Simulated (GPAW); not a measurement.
Runs of GPAW 26.7.0 on RuSe. Symmetry: Pm-3m, No. 221, cubic system. The conventional cell has a = 3.188 Å, b = 3.188 Å, c = 3.188 Å, α = 90.00°, β = 90.00°, γ = 90.00°. Ru (site symmetry m-3m) is surrounded by 8 Se at 2.76 Å. Around Se (site symmetry m-3m) lie 8 Ru at 2.76 Å. The cell comes from a database or a generator and needn't be the stable form of this composition.

| level | potentials or basis | eigensolver | gap on the mesh (eV) | pressure (GPa) | relaxed volume (Å³/atom) |
| --- | --- | --- | --- | --- | --- |
| RPBE | the program's PAW data sets (release 1.2.1) made for this functional, pw | - | none | 0.0 | 15.61 |
| revPBE | the program's PAW data sets (release 1.2.1) made for this functional, pw | - | none | 0.0 | 15.52 |
| PBE | GPAW PAW data sets (gpaw-data 1.2.1), pw | - | none | 0.0 | 15.32 |
| BLYP | PAW data sets generated in the run's folder for this functional, pw | davidson | none | 0.0 | (b) |
| PBEsol | PAW data sets generated in the run's folder for this functional, pw | - | none | -0.2 | (a) |
| LDA | the program's PAW data sets (release 1.2.1) made for this functional, pw | - | none | 0.0 | 14.44 |

Alike in all rows: task relaxation of cell and atoms; no spin polarisation; cell relaxed; k mesh 8 × 8 × 8; cutoff (eV) 600; smearing fermi-dirac 0.05 eV.

Task: Fill in the values left out.

Result: (a) 14.73; (b) 16.44.

Caveats: later steps reuse the first step's grids.

A k mesh can miss the band edges, and the runs leave out spin-orbit coupling on Ru, Se.

A gap of «none» marks a metal or a gap under the smearing width.
